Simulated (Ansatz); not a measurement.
**C₂H₃ClOZn: basis-set convergence**

An exercise on one series of results from a longer session: the logs are not shown, and one member is left open.

Method: one geometry, several basis sets; program: Ansatz 0.2.0, Gaussian basis.

The runs, in order: PBE0-D4/def2-SVP; ωB97M-V/def2-SVP; PBE0-D4/def2-QZVPP; ωB97M-V/def2-QZVPP; the functionals' def2-TZVPP values are taken from earlier runs.

## Structure used throughout

All runs share one geometry, relaxed beforehand with PBE0-D4 in a triple-zeta def2 set.

SMILES `Cl[CH]1C[O][Zn]1`, 8 atoms, charge 0, spin multiplicity 1.

Atoms are counted from 1 here; the program's logs count them from 0.

Bond lengths: Cl1–C2 1.747 Å, C2–C3 1.553 Å, C2–Zn5 2.039 Å, C2–H6 1.089 Å, C3–O4 1.401 Å, C3–H7 1.098 Å, C3–H8 1.102 Å, O4–Zn5 1.886 Å. Angles: Cl1–C2–C3 116.4°, Cl1–C2–Zn5 126.2°, Cl1–C2–H6 108.2°, C3–C2–Zn5 80.1°, C3–C2–H6 114.1°, Zn5–C2–H6 109.6°, C2–C3–O4 111.2°, C2–C3–H7 108.0°, C2–C3–H8 107.0°, O4–C3–H7 112.4°, O4–C3–H8 109.2°, H7–C3–H8 108.7°, C3–O4–Zn5 89.6°, C2–Zn5–O4 76.7°.

Set-up of the first run:

Input file in.yaml:

```yaml
crystal:
  periodic: [false, false, false]
  atoms:
    - {symbol: Cl, position_ang: [-1.832948, 0.468236, 1.227180]}
    - {symbol: C, position_ang: [-0.296711, 0.631288, 0.412183]}
    - {symbol: C, position_ang: [0.323317, -0.671873, -0.161460]}
    - {symbol: O, position_ang: [0.886443, -0.452011, -1.425580]}
    - {symbol: Zn, position_ang: [-0.015764, 1.201461, -1.525649]}
    - {symbol: H, position_ang: [0.373732, 1.194963, 1.058992]}
    - {symbol: H, position_ang: [-0.459884, -1.440930, -0.179806]}
    - {symbol: H, position_ang: [1.113913, -0.988234, 0.538240]}
basis:
  gaussian: {orbitals: def2-SVP}
hamiltonian: {xc: pbe0, dispersion: d4}
output: {orbitals: {seedname: orbitals}}
```

Started as:

```bash
$ ansatz run in.yaml --threads 4 --pin off --events-out ev --progress --plain --max-ram 10444MiB
```

Steps of the session up to this table: PBE0-D4 in def2-SVP; ωB97M-V in def2-SVP; PBE0-D4 in def2-QZVPP; ωB97M-V in def2-QZVPP.

One of the session's tables, all rows but one given; the rest of the session is left out.

It belongs to the step «Functionals by basis». 

```
functional       basis  HOMO (eV)  LUMO (eV)
   PBE0-D4    def2-SVP      -6.41      -2.81
   PBE0-D4  def2-TZVPP      -6.72      -3.08
   PBE0-D4  def2-QZVPP      -6.74      -3.09
   ωB97M-V    def2-SVP          ?          ?
   ωB97M-V  def2-TZVPP      -8.83      -1.41
   ωB97M-V  def2-QZVPP      -8.86      -1.47
```

Estimate the missing values for ωB97M-V, def2-SVP.

As computed: HOMO (eV): -8.53; LUMO (eV): -1.07. In the column «HOMO (eV)» it lies between ωB97M-V, def2-TZVPP (-8.83) and PBE0-D4, def2-QZVPP (-6.74).
